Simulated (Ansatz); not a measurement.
# F2H4OSSi2: an energy map over two coordinates

Aim: map the energy of F2H4OSSi2, SMILES F[SiH](F)O[SiH2]S over two coordinates, and find its wells, ridges and stiffness.

Method: RKS PBE-D4/def2-SVP; program: Ansatz 0.2.0.

## Step 1: Where the work starts

SMILES `F[SiH](F)O[SiH2]S`, 10 atoms, charge 0, spin multiplicity 1.

Atoms are counted from 1 here; the program's logs count them from 0.

Bond lengths: F1–Si2 1.624 Å, Si2–F3 1.623 Å, Si2–O4 1.639 Å, Si2–H7 1.481 Å, O4–Si5 1.683 Å, Si5–S6 2.144 Å, Si5–H8 1.498 Å, Si5–H9 1.500 Å, S6–H10 1.363 Å. Angles: F1–Si2–F3 106.3°, F1–Si2–O4 109.7°, F1–Si2–H7 110.0°, F3–Si2–O4 109.8°, F3–Si2–H7 110.2°, O4–Si2–H7 110.8°, Si2–O4–Si5 148.9°, O4–Si5–S6 110.7°, O4–Si5–H8 109.8°, O4–Si5–H9 108.0°, S6–Si5–H8 105.0°, S6–Si5–H9 111.1°, H8–Si5–H9 112.2°, Si5–S6–H10 94.3°.

Coordinates:

| atom | x (Å) | y (Å) | z (Å) |
| --- | --- | --- | --- |
| F1 | -0.3457 | -2.5973 | 0.7432 |
| Si2 | 0.7018 | -1.7682 | -0.1797 |
| F3 | 0.4395 | -2.2448 | -1.7090 |
| O4 | 0.4083 | -0.1614 | -0.0419 |
| Si5 | -0.6527 | 1.1308 | -0.2334 |
| S6 | 0.1918 | 2.9319 | 0.5664 |
| H7 | 2.0916 | -2.0851 | 0.2224 |
| H8 | -0.8528 | 1.4105 | -1.6909 |
| H9 | -1.9371 | 0.7831 | 0.4600 |
| H10 | 0.0383 | 2.5494 | 1.8658 |

This geometry comes from a loose relaxation at PBE in a small basis, which is not shown.

## Step 2: The minimum at this level

Contents of input.yaml:

```yaml
crystal:
  periodic: [false, false, false]
  atoms:
    - { symbol: F, position_ang: [-0.345681, -2.597328, 0.743222] }
    - { symbol: Si, position_ang: [0.701787, -1.768216, -0.179652] }
    - { symbol: F, position_ang: [0.439474, -2.244787, -1.70896] }
    - { symbol: O, position_ang: [0.408299, -0.161445, -0.041879] }
    - { symbol: Si, position_ang: [-0.652683, 1.130755, -0.233372] }
    - { symbol: S, position_ang: [0.191816, 2.931915, 0.566361] }
    - { symbol: H, position_ang: [2.091633, -2.085141, 0.222367] }
    - { symbol: H, position_ang: [-0.852752, 1.410457, -1.690896] }
    - { symbol: H, position_ang: [-1.9371, 0.783116, 0.459951] }
    - { symbol: H, position_ang: [0.038307, 2.549374, 1.865758] }
basis:
  gaussian: { orbitals: def2-SVP }
hamiltonian:
  xc: pbe
  dispersion: d4
output:
  forces: true
relax:
  f_tol: 0.003
  max_steps: 120
```

Run with:

```
> ansatz run input.yaml --threads 1 --pin off --max-ram 2560MiB --backend cpu --events-out ev --progress --plain --runs-dir out
```

What it wrote (excerpt; [...] marks lines left out):

```text
Warning: RAYON_NUM_THREADS=1 ignored (pool sized by the plan → 1); use --threads N
[...]
Functional definition: PBE
[...]
1268 factors; their error is unknown
[...]
mean field -34108.32435834 eV, -1253.4578007165 hartree, gradient 7.5e-5 eV, S^2 0.000000; 0 other end points of the search recorded, 0 dependent functions left out
[...]
reference -34108.32439540 eV, -1253.4578020784 hartree; 37, 37 occupied and 79, 79 virtual orbitals, 1268 factors
relax step   1: F+E_penalty+E_count = -34108.58407232 eV  Δ(F+E_penalty+E_count) = +0.000e0 eV  max|allowed force component| = 2.945e-2 eV/Å  Δτ_max = 0.0000 Å  (27 SCF iters, accepted)
[...]
relax step  10: F+E_penalty+E_count = -34108.58707642 eV  Δ(F+E_penalty+E_count) = -3.862e-4 eV  max|allowed force component| = 1.776e-1 eV/Å  Δτ_max = 0.0379 Å  (28 SCF iters, accepted)
[...]
relax step  19: F+E_penalty+E_count = -34108.60758490 eV  Δ(F+E_penalty+E_count) = -4.749e-3 eV  max|allowed force component| = 7.774e-2 eV/Å  Δτ_max = 0.1120 Å  (28 SCF iters, accepted)
[...]
relax step  28: F+E_penalty+E_count = -34108.65218122 eV  Δ(F+E_penalty+E_count) = -9.485e-4 eV  max|allowed force component| = 9.955e-2 eV/Å  Δτ_max = 0.0834 Å  (28 SCF iters, accepted)
[...]
relax step  37: F+E_penalty+E_count = -34108.65438549 eV  Δ(F+E_penalty+E_count) = -8.812e-6 eV  max|allowed force component| = 7.364e-3 eV/Å  Δτ_max = 0.0029 Å  (23 SCF iters, accepted)
[...]
relax step  38: F+E_penalty+E_count = -34108.65438857 eV  Δ(F+E_penalty+E_count) = -3.079e-6 eV  max|allowed force component| = 5.425e-3 eV/Å  Δτ_max = 0.0021 Å  (19 SCF iters, accepted)
[...]
relax step  39: F+E_penalty+E_count = -34108.65438983 eV  Δ(F+E_penalty+E_count) = -1.254e-6 eV  max|allowed force component| = 2.575e-3 eV/Å  Δτ_max = 0.0013 Å  (19 SCF iters, accepted)
1268 factors; their error is unknown
[...]
mean field -34108.37210520 eV, -1253.4595553811 hartree, gradient 4.1e-5 eV, S^2 0.000000; 1 other end points of the search recorded, 0 dependent functions left out
[...]
reference -34108.37214073 eV, -1253.4595566867 hartree; 37, 37 occupied and 79, 79 virtual orbitals, 1268 factors
Total energy: -34108.65442535 eV, -1253.4699304554 hartree
Atom 0 at     0.074762    -1.309730     1.502353 Å, force     0.000910    -0.000708    -0.002411 eV/Å
Atom 1 at     0.579360    -1.582793    -0.025704 Å, force    -0.001266    -0.000221     0.002575 eV/Å
Atom 2 at    -0.264972    -2.853459    -0.572668 Å, force     0.000472     0.001126     0.000152 eV/Å
Atom 3 at     0.227581    -0.254753    -0.930250 Å, force    -0.000634     0.000077     0.000288 eV/Å
Atom 4 at    -0.513333     1.239795    -0.647655 Å, force     0.000244    -0.000372    -0.001048 eV/Å
Atom 5 at     0.316666     2.221347     1.074260 Å, force    -0.000434    -0.000568     0.000736 eV/Å
Atom 6 at     2.022681    -1.913178    -0.035897 Å, force     0.000144     0.000072    -0.000080 eV/Å
Atom 7 at    -0.212910     2.127189    -1.811639 Å, force    -0.000022     0.000007    -0.000154 eV/Å
Atom 8 at    -1.983723     0.997030    -0.484438 Å, force     0.000253     0.000152     0.000189 eV/Å
Atom 9 at    -0.163012     1.277251     1.934536 Å, force     0.000332     0.000434    -0.000248 eV/Å
Dipole moment:     0.041547     0.061653    -0.031015 e Å
```

It took 2.5 min on 1 thread of Intel Xeon Platinum 8488C (Sapphire Rapids), shared host; peak memory 0.18 GiB.

Step by step: (not every step is listed)

| step | energy from step 1 (eV) | largest force component (eV/Å) |
| --- | --- | --- |
| 1 | 0.0000 | 0.0294 |
| 2 | -0.0001 | 0.0174 |
| 3 | -0.0001 | 0.0074 |
| 4 | -0.0002 | 0.0077 |
| 5 | -0.0005 | 0.0369 |
| 6 | -0.0006 | 0.0879 |
| 7 | -0.0010 | 0.0418 |
| 8 | -0.0017 | 0.0232 |
| 9 | -0.0026 | 0.1912 |
| 11 | -0.0047 | 0.1351 |
| 13 | -0.0075 | 0.1706 |
| 15 | -0.0098 | 0.0691 |
| 17 | -0.0134 | 0.2932 |
| 19 | -0.0235 | 0.0777 |
| 21 | -0.0366 | 0.0521 |
| 23 | -0.0472 | 0.2846 |
| 25 | -0.0559 | 0.0501 |
| 27 | -0.0672 | 0.1135 |
| 29 | -0.0681 | 0.1035 |
| 31 | -0.0701 | 0.0159 |
| 33 | -0.0702 | 0.0140 |
| 34 | -0.0703 | 0.0141 |
| 35 | -0.0703 | 0.0110 |
| 36 | -0.0703 | 0.0098 |
| 37 | -0.0703 | 0.0074 |
| 38 | -0.0703 | 0.0054 |
| 39 | -0.0703 | 0.0026 |

Distances of close pairs at the start and the end, largest changes first:

| bond | before (Å) | after (Å) | change (Å) |
| --- | --- | --- | --- |
| O4–Si5 | 1.683 | 1.692 | +0.009 |
| F1–Si2 | 1.624 | 1.632 | +0.009 |
| Si2–O4 | 1.639 | 1.645 | +0.006 |
| Si5–S6 | 2.144 | 2.149 | +0.005 |
| Si5–H8 | 1.498 | 1.494 | -0.003 |
| Si2–F3 | 1.623 | 1.621 | -0.002 |
| Si5–H9 | 1.500 | 1.499 | -0.001 |
| S6–H10 | 1.363 | 1.364 | +0.001 |

## Step 3: Plan of the scan

The axes are (1) angle Si2–O4–Si5 (carried through 180): 11 values from 117.6 to 242.4 °; (2) change of the bonds O4–Si2, O4–Si5, all alike: 11 values from −0.184 to 0.284 Å.

Nothing else is relaxed (all other coordinates rigid). Energies count from the relaxed molecule at the same level. Points are written as (first, second).

Below, 3 of the grid's runs; all are launched alike.

## Step 4: Grid point (130.1°, 0.003 Å)

Contents of input.yaml:

```yaml
crystal:
  periodic: [false, false, false]
  atoms:
    - { symbol: F, position_ang: [0.016995, -1.204668, 1.543644] }
    - { symbol: Si, position_ang: [0.547101, -1.548769, 0.038745] }
    - { symbol: F, position_ang: [-0.301686, -2.832453, -0.46956] }
    - { symbol: O, position_ang: [0.227581, -0.254753, -0.93025] }
    - { symbol: Si, position_ang: [-0.525415, 1.220087, -0.569011] }
    - { symbol: S, position_ang: [0.326962, 2.136729, 1.177573] }
    - { symbol: H, position_ang: [1.986359, -1.895112, 0.070673] }
    - { symbol: H, position_ang: [-0.25736, 2.159993, -1.699189] }
    - { symbol: H, position_ang: [-1.989613, 0.953221, -0.388655] }
    - { symbol: H, position_ang: [-0.125565, 1.151065, 2.005323] }
basis:
  gaussian: { orbitals: def2-SVP }
hamiltonian:
  xc: pbe
  dispersion: d4
output:
  forces: true
```

Run with:

```
> ansatz run input.yaml --threads 1 --pin off --max-ram 2560MiB --backend cpu --events-out ev --progress --plain --runs-dir out
```

What it wrote (excerpt; [...] marks lines left out):

```text
Warning: RAYON_NUM_THREADS=1 ignored (pool sized by the plan → 1); use --threads N
[...]
[... 1 set-up line as earlier in the session ...]
[...]
1268 factors; their error is unknown
[...]
mean field -34108.35937083 eV, -1253.4590874016 hartree, gradient 3.9e-5 eV, S^2 0.000000; 0 other end points of the search recorded, 0 dependent functions left out
[...]
reference -34108.35940635 eV, -1253.4590887069 hartree; 37, 37 occupied and 79, 79 virtual orbitals, 1268 factors
Total energy: -34108.64484056 eV, -1253.4695782209 hartree
Atom 0 at     0.016995    -1.204668     1.543644 Å, force    -0.037295    -0.032867     0.062393 eV/Å
Atom 1 at     0.547101    -1.548769     0.038745 Å, force     0.085686    -0.083417    -0.140007 eV/Å
Atom 2 at    -0.301686    -2.832453    -0.469560 Å, force    -0.001777     0.000501     0.014241 eV/Å
Atom 3 at     0.227581    -0.254753    -0.930250 Å, force    -0.017174    -0.029169     0.097485 eV/Å
Atom 4 at    -0.525415     1.220087    -0.569011 Å, force    -0.027737     0.107431    -0.025145 eV/Å
Atom 5 at     0.326962     2.136729     1.177573 Å, force     0.003650     0.037027    -0.004446 eV/Å
Atom 6 at     1.986359    -1.895112     0.070673 Å, force    -0.002027    -0.005006     0.009461 eV/Å
Atom 7 at    -0.257360     2.159993    -1.699189 Å, force    -0.000819    -0.008555    -0.002844 eV/Å
Atom 8 at    -1.989613     0.953221    -0.388655 Å, force    -0.000055    -0.000867    -0.002123 eV/Å
Atom 9 at    -0.125565     1.151065     2.005323 Å, force    -0.002453     0.014923    -0.009015 eV/Å
Dipole moment:     0.045891     0.035290    -0.020707 e Å
```

Run time: 3.3 s. Hardware: 1 thread of Intel Xeon Platinum 8488C (Sapphire Rapids), shared host; peak memory 0.15 GiB.

On the map this point reads 0.9 kJ/mol.

## Step 5: The run at (167.5°, −0.137 Å)

Contents of input.yaml:

```yaml
crystal:
  periodic: [false, false, false]
  atoms:
    - { symbol: F, position_ang: [0.370059, -1.748609, 1.126394] }
    - { symbol: Si, position_ang: [0.706377, -1.606612, -0.464476] }
    - { symbol: F, position_ang: [-0.129856, -2.770784, -1.220833] }
    - { symbol: O, position_ang: [0.227581, -0.254753, -0.93025] }
    - { symbol: Si, position_ang: [-0.366615, 1.173321, -1.089045] }
    - { symbol: S, position_ang: [0.360205, 2.506284, 0.431572] }
    - { symbol: H, position_ang: [2.153665, -1.811108, -0.701061] }
    - { symbol: H, position_ang: [0.117691, 1.728874, -2.38881] }
    - { symbol: H, position_ang: [-1.860412, 1.053974, -1.04489] }
    - { symbol: H, position_ang: [-0.275797, 1.829957, 1.431356] }
basis:
  gaussian: { orbitals: def2-SVP }
hamiltonian:
  xc: pbe
  dispersion: d4
output:
  forces: true
```

Run with:

```
> ansatz run input.yaml --threads 1 --pin off --max-ram 2560MiB --backend cpu --events-out ev --progress --plain --runs-dir out
```

What it wrote (excerpt; [...] marks lines left out):

```text
Warning: RAYON_NUM_THREADS=1 ignored (pool sized by the plan → 1); use --threads N
[...]
[... 1 set-up line as earlier in the session ...]
[...]
1268 factors; their error is unknown
[...]
mean field -34107.69231612 eV, -1253.4345735931 hartree, gradient 4.3e-5 eV, S^2 0.000000; 0 other end points of the search recorded, 0 dependent functions left out
[...]
reference -34107.69235212 eV, -1253.4345749161 hartree; 37, 37 occupied and 79, 79 virtual orbitals, 1268 factors
Total energy: -34107.96367486 eV, -1253.4445458428 hartree
Atom 0 at     0.370059    -1.748609     1.126394 Å, force     0.091638    -0.061425    -0.161550 eV/Å
Atom 1 at     0.706377    -1.606612    -0.464476 Å, force     1.931648    -5.525383     2.167642 eV/Å
Atom 2 at    -0.129856    -2.770784    -1.220833 Å, force    -0.020506    -0.110546    -0.022764 eV/Å
Atom 3 at     0.227581    -0.254753    -0.930250 Å, force    -0.125269     1.098875    -1.412500 eV/Å
Atom 4 at    -0.366615     1.173321    -1.089045 Å, force    -1.852796     4.397631    -0.602768 eV/Å
Atom 5 at     0.360205     2.506284     0.431572 Å, force     0.007422     0.013122     0.025093 eV/Å
Atom 6 at     2.153665    -1.811108    -0.701061 Å, force     0.042800    -0.066138     0.034138 eV/Å
Atom 7 at     0.117691     1.728874    -2.388810 Å, force    -0.041120     0.158801    -0.031286 eV/Å
Atom 8 at    -1.860412     1.053974    -1.044890 Å, force    -0.028643     0.062938    -0.004835 eV/Å
Atom 9 at    -0.275797     1.829957     1.431356 Å, force    -0.005173     0.032125     0.008829 eV/Å
Dipole moment:     0.014334     0.138879    -0.090429 e Å
```

Wall time 2.8 s (1 thread of Intel Xeon Platinum 8488C (Sapphire Rapids), shared host); peak memory 0.15 GiB.

That is 67 kJ/mol from the zero.

## Step 6: Grid point (117.6°, 0.237 Å)

Contents of input.yaml:

```yaml
crystal:
  periodic: [false, false, false]
  atoms:
    - { symbol: F, position_ang: [-0.078071, -1.12501, 1.768196] }
    - { symbol: Si, position_ang: [0.504763, -1.626145, 0.328297] }
    - { symbol: F, position_ang: [-0.35729, -2.932809, -0.09141] }
    - { symbol: O, position_ang: [0.227581, -0.254753, -0.93025] }
    - { symbol: Si, position_ang: [-0.649612, 1.352027, -0.322463] }
    - { symbol: S, position_ang: [0.257486, 2.119875, 1.467764] }
    - { symbol: H, position_ang: [1.931269, -2.001546, 0.457094] }
    - { symbol: H, position_ang: [-0.454105, 2.403253, -1.366149] }
    - { symbol: H, position_ang: [-2.09769, 1.028571, -0.107826] }
    - { symbol: H, position_ang: [-0.134583, 1.047067, 2.213988] }
basis:
  gaussian: { orbitals: def2-SVP }
hamiltonian:
  xc: pbe
  dispersion: d4
output:
  forces: true
```

Run with:

```
> ansatz run input.yaml --threads 1 --pin off --max-ram 2560MiB --backend cpu --events-out ev --progress --plain --runs-dir out
```

What it wrote (excerpt; [...] marks lines left out):

```text
Warning: RAYON_NUM_THREADS=1 ignored (pool sized by the plan → 1); use --threads N
[...]
[... 1 set-up line as earlier in the session ...]
[...]
1268 factors; their error is unknown
[...]
mean field -34107.27180362 eV, -1253.4191200439 hartree, gradient 4.5e-5 eV, S^2 0.000000; 0 other end points of the search recorded, 0 dependent functions left out
[...]
reference -34107.27183886 eV, -1253.4191213391 hartree; 37, 37 occupied and 79, 79 virtual orbitals, 1268 factors
Total energy: -34107.55680375 eV, -1253.4295936055 hartree
Atom 0 at    -0.078071    -1.125010     1.768196 Å, force    -0.049874    -0.046083     0.080494 eV/Å
Atom 1 at     0.504763    -1.626145     0.328297 Å, force    -0.681808     2.956847    -2.759781 eV/Å
Atom 2 at    -0.357290    -2.932809    -0.091410 Å, force     0.020438     0.093645    -0.030257 eV/Å
Atom 3 at     0.227581    -0.254753    -0.930250 Å, force    -0.853254    -0.277360     3.631901 eV/Å
Atom 4 at    -0.649612     1.352027    -0.322463 Å, force     1.469398    -2.668885    -0.679898 eV/Å
Atom 5 at     0.257486     2.119875     1.467764 Å, force    -0.005727     0.031660    -0.083474 eV/Å
Atom 6 at     1.931269    -2.001546     0.457094 Å, force     0.023435     0.045639    -0.044820 eV/Å
Atom 7 at    -0.454105     2.403253    -1.366149 Å, force     0.069068    -0.112959    -0.072506 eV/Å
Atom 8 at    -2.097690     1.028571    -0.107826 Å, force     0.025107    -0.071434    -0.032559 eV/Å
Atom 9 at    -0.134583     1.047067     2.213988 Å, force    -0.016783     0.048930    -0.009100 eV/Å
Dipole moment:     0.026963     0.023605     0.130244 e Å
```

Run time: 2.8 s. Hardware: 1 thread of Intel Xeon Platinum 8488C (Sapphire Rapids), shared host; peak memory 0.15 GiB.

On the map this point reads 106 kJ/mol.

## Step 7: The map

121 points were computed. Energies in kJ/mol, from the relaxed molecule at the same level:

```tsv
change of the bonds O4–Si2, O4–Si5, all alike (Å) ↓, angle Si2–O4–Si5 (carried through 180) (°) →	117.6	130.1	142.6	155.1	167.5	180.0	192.5	204.9	217.4	229.9	242.4
0.284	141	152	167	181	190	194	192	184	173	162	154
0.237	106	113	127	139	147	151	149	142	133	124	118
0.190	74	78	89	100	107	110	109	103	96	89	86
0.143	48	47	56	65	71	74	73	69	63	59	58
0.097	29	23	29	36	42	44	44	41	37	35	37
0.050	19	6	10	15	20	22	22	20	18	18	23
0.003	21	1	1	5	8	9	10	10	10	12	21
−0.043	38	9	6	7	9	10	11	12	15	20	31
−0.090	74	35	27	26	27	28	29	32	36	44	60
−0.137	135	83	71	67	67	67	69	73	80	90	110
−0.184	226	158	141	136	134	134	136	142	150	164	189
```

The dipole moment (D) at each point:

```
change of the bonds O4–Si2, O4–Si5, all alike (Å) ↓, angle Si2–O4–Si5 (carried through 180) (°) →  117.6  130.1  142.6  155.1  167.5  180.0  192.5  204.9  217.4  229.9  242.4
                                                                                            0.284   0.76   0.72   0.77   0.89   1.05   1.23   1.41   1.57   1.70   1.81   1.90
                                                                                            0.237   0.65   0.62   0.71   0.84   1.00   1.18   1.36   1.51   1.64   1.74   1.83
                                                                                            0.190   0.54   0.53   0.64   0.80   0.96   1.14   1.31   1.45   1.57   1.67   1.75
                                                                                            0.143   0.43   0.44   0.59   0.76   0.93   1.10   1.26   1.39   1.51   1.60   1.68
                                                                                            0.097   0.35   0.36   0.54   0.72   0.90   1.06   1.21   1.34   1.44   1.53   1.61
                                                                                            0.050   0.33   0.30   0.51   0.70   0.87   1.02   1.16   1.28   1.38   1.46   1.54
                                                                                            0.003   0.37   0.30   0.50   0.69   0.85   0.99   1.12   1.22   1.31   1.39   1.48
                                                                                           −0.043   0.48   0.34   0.51   0.68   0.83   0.96   1.07   1.17   1.25   1.33   1.43
                                                                                           −0.090   0.62   0.43   0.55   0.69   0.81   0.93   1.03   1.12   1.20   1.28   1.39
                                                                                           −0.137   0.79   0.54   0.60   0.70   0.80   0.89   0.98   1.07   1.15   1.24   1.36
                                                                                           −0.184   0.97   0.66   0.66   0.72   0.79   0.86   0.94   1.02   1.11   1.22   1.35
```

## Step 8: Results

| quantity | value |
| --- | --- |
| lowest point | (130.1°, 0.003 Å), 0.9 kJ/mol |
| highest computed point | (117.6°, −0.184 Å), 225 kJ/mol above the lowest |
| dipole moment (D) | 0.30 at (130.1°, 0.003 Å) to 1.90 at (242.4°, 0.284 Å); 0.30 at the lowest point |
| time for the whole task | 8.8 min on 1 thread, shared host |

In words: The lowest computed point is at (130.1°, 0.003 Å), 0.9 kJ/mol from the relaxed molecule at the same level. The grid is coarse, so the lowest point of the scanned range may lie between grid points; coordinates that were held can hide deeper minima. No other kind of well shows on this grid. The highest computed point, (117.6°, −0.184 Å), lies 225 kJ/mol above the lowest. Round the minimum the valley is somewhat tilted: raising the first coordinate shifts the best value of the second coordinate downwards (coupling k₁₂/√(k₁₁k₂₂) about 0.3).
